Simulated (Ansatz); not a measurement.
**CH8ClNOSi2: one species, many methods**

How much do the methods differ for CH8ClNOSi2? The plan is to run it at one geometry with functionals of several rungs and with coupled cluster. The yardstick is the atomisation energy at the CCSD(T) limit.

The runs use Ansatz 0.2.0, Gaussian basis; functionals in def2-TZVPP, the program's frozen cores in correlated methods.

Plan: PBE-D4, r2SCAN-D4, PBE0-D4, B3LYP-D4, ωB97X-V, ωB97M-V, B2PLYP; CCSD(T)/def2-TZVPP; MP2/def2-QZVPP; extrapolation to the limit.

**1. The geometry**

All runs share one geometry, relaxed beforehand with PBE0-D4 in a triple-zeta def2 set.

SMILES `CO[SiH2]N[SiH2]Cl`, 14 atoms, charge 0, spin multiplicity 1.

Atoms are counted from 1 here; the program's logs count them from 0.

Bond lengths: C1–O2 1.410 Å, C1–H7 1.096 Å, C1–H8 1.091 Å, C1–H9 1.095 Å, O2–Si3 1.635 Å, Si3–N4 1.730 Å, Si3–H10 1.488 Å, Si3–H11 1.477 Å, N4–Si5 1.709 Å, N4–H12 1.010 Å, Si5–Cl6 2.066 Å, Si5–H13 1.478 Å, Si5–H14 1.479 Å. Angles: O2–C1–H7 111.4°, O2–C1–H8 108.2°, O2–C1–H9 111.2°, H7–C1–H8 108.4°, H7–C1–H9 108.9°, H8–C1–H9 108.6°, C1–O2–Si3 123.6°, O2–Si3–N4 113.3°, O2–Si3–H10 111.2°, O2–Si3–H11 104.1°, N4–Si3–H10 105.3°, N4–Si3–H11 110.5°, H10–Si3–H11 112.8°, Si3–N4–Si5 127.0°, Si3–N4–H12 115.6°, Si5–N4–H12 116.5°, N4–Si5–Cl6 112.7°, N4–Si5–H13 108.0° and more.

As a file:

```mol
CH8ClNOSi2
  3D, bonds by distance, orders not assigned

 14 13  0  0  0  0  0  0  0  0999 V2000
    0.0023   -1.5285   -1.5743 C   0  0
    1.0421   -1.0254   -0.7650 O   0  0
    1.2123    0.5571   -0.3890 Si  0  0
   -0.1673    1.2206    0.4171 N   0  0
   -0.8217    0.7217    1.9154 Si  0  0
   -2.3049   -0.7008    1.7021 Cl  0  0
   -0.0077   -1.0470   -2.5594 H   0  0
    0.1672   -2.5977   -1.7144 H   0  0
   -0.9739   -1.3848   -1.1001 H   0  0
    1.3864    1.3850   -1.6129 H   0  0
    2.3942    0.5904    0.4969 H   0  0
   -0.7321    1.8522   -0.1334 H   0  0
    0.2640    0.0996    2.7021 H   0  0
   -1.4609    1.8577    2.6148 H   0  0
  1  2  8  0
  2  3  8  0
  3  4  8  0
  4  5  8  0
  5  6  8  0
  1  7  8  0
  1  8  8  0
  1  9  8  0
  3 10  8  0
  3 11  8  0
  4 12  8  0
  5 13  8  0
  5 14  8  0
M  END
```

**2. PBE-D4 (GGA)**

in.yaml

```yaml
crystal:
  periodic: [false, false, false]
  atoms:
    - {symbol: C, position_ang: [0.002279, -1.528516, -1.574331]}
    - {symbol: O, position_ang: [1.042064, -1.025405, -0.764955]}
    - {symbol: Si, position_ang: [1.212343, 0.557099, -0.389035]}
    - {symbol: N, position_ang: [-0.167335, 1.220624, 0.417114]}
    - {symbol: Si, position_ang: [-0.821695, 0.721704, 1.915442]}
    - {symbol: Cl, position_ang: [-2.304895, -0.700817, 1.702138]}
    - {symbol: H, position_ang: [-0.007688, -1.046989, -2.559361]}
    - {symbol: H, position_ang: [0.167189, -2.597686, -1.714434]}
    - {symbol: H, position_ang: [-0.973887, -1.384793, -1.100094]}
    - {symbol: H, position_ang: [1.386420, 1.384986, -1.612910]}
    - {symbol: H, position_ang: [2.394236, 0.590387, 0.496924]}
    - {symbol: H, position_ang: [-0.732068, 1.852155, -0.133441]}
    - {symbol: H, position_ang: [0.263954, 0.099557, 2.702147]}
    - {symbol: H, position_ang: [-1.460926, 1.857676, 2.614804]}
basis:
  gaussian: {orbitals: def2-TZVPP}
hamiltonian: {xc: pbe, dispersion: d4}
output: {forces: true, orbitals: {seedname: orbitals}}
```

Launch:

```bash
ansatz run in.yaml --threads 2 --pin off --events-out ev --progress --plain --max-ram 22528MiB --backend cuda --devices 0, --max-vram 18GiB
```

The runs that follow: r2SCAN-D4 (meta-GGA); PBE0-D4 (hybrid); B3LYP-D4 (hybrid); ωB97X-V (range-separated); ωB97M-V (range-separated); B2PLYP (double hybrid); CCSD(T) in def2-TZVPP; MP2 in def2-QZVPP.

Q: Predict the results of all the runs planned. Wanted: atomisation energy, CCSD(T)/CBS; farthest; mean size of error, hybrid; mean size of error, range-separated; gap, smallest and largest; T1 diagnostic; triples share of the correlation energy.

As calculated:

| quantity | value |
| --- | --- |
| atomisation energy, CCSD(T)/CBS | 1189.4 kcal/mol |
| functionals within 5.9 kcal/mol (0.5 %) | PBE-D4, r2SCAN-D4, B3LYP-D4, ωB97X-V, ωB97M-V |
| farthest | B2PLYP (-18.1 kcal/mol) |
| mean size of error, hybrid | 7.9 kcal/mol |
| mean size of error, range-separated | 3.3 kcal/mol |
| gap, smallest and largest | 6.08 eV (PBE-D4), 12.75 eV (ωB97X-V) |
| T1 diagnostic | 0.0108 |
| triples share of the correlation energy | 3.7 % |

**Reading.** PBE-D4 is off by +3.4 kcal/mol. Double hybrids carry the basis error of their MP2 part in triple zeta, and no dispersion term here, so their miss is partly the set-up's. The reference freezes the cores and leaves out relativity and excitations past (T), so misses under about 5.9 kcal/mol can't be ranked. Hartree-Fock recovers 73 % of the binding; the rest is correlation. The gap grows from 6.1 to 12.8 eV across the functionals, mostly with the share of exact exchange.
